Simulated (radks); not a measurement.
# H in 1s1: an all-electron calculation

Wanted: eigenvalues, radial structure and energy terms of neutral hydrogen.

Program: radks (a radial shooting solver on a logarithmic mesh, Libxc functionals) version 1. Level of theory: scalar-relativistic Kohn-Sham, r2SCAN, spin-polarised, spherical densities, finite nucleus; open shells are filled with parallel spins first. These are calculated values, not measurements, unless marked.

## (1) The atom as given

* element: hydrogen (Z = 1)
* charge: 0
* electrons: 1
* configuration: 1s1
* nuclear rms radius: 0.8783 fm

Outer shells as boxes (Hund's rule):

H
```
1s [↑ ]
```

## (2) The run

Input:

```text
Z 1
configuration 1s1
relativity scalar-relativistic
functional r2scan,r2scan
spin polarised
nucleus finite rms 0.8783 fm
c 137.035999084
```

Q: Predict the outcome of this run.

The runs gave:

```
                        quantity                   value
                    total energy        -0.50018 hartree
exchange-correlation share of it                 62.12 %
                            −T/E                  1.0000
          highest occupied level        1s up, -8.026 eV
    most extended occupied level  1s up, <r> = 1.52 bohr
 radius at density 0.001 e/bohr³               2.90 bohr
    maxima of the radial density                       1
         ionisation energy, NIST      13.598 (theory) eV
```

1 principal shells are occupied and 1 maxima appear in the radial density. The top level binds by 8.026 eV, 59 % of the NIST ionisation energy of 13.598 eV; the potential of a semilocal functional falls off too fast, so its top eigenvalue is too shallow. 
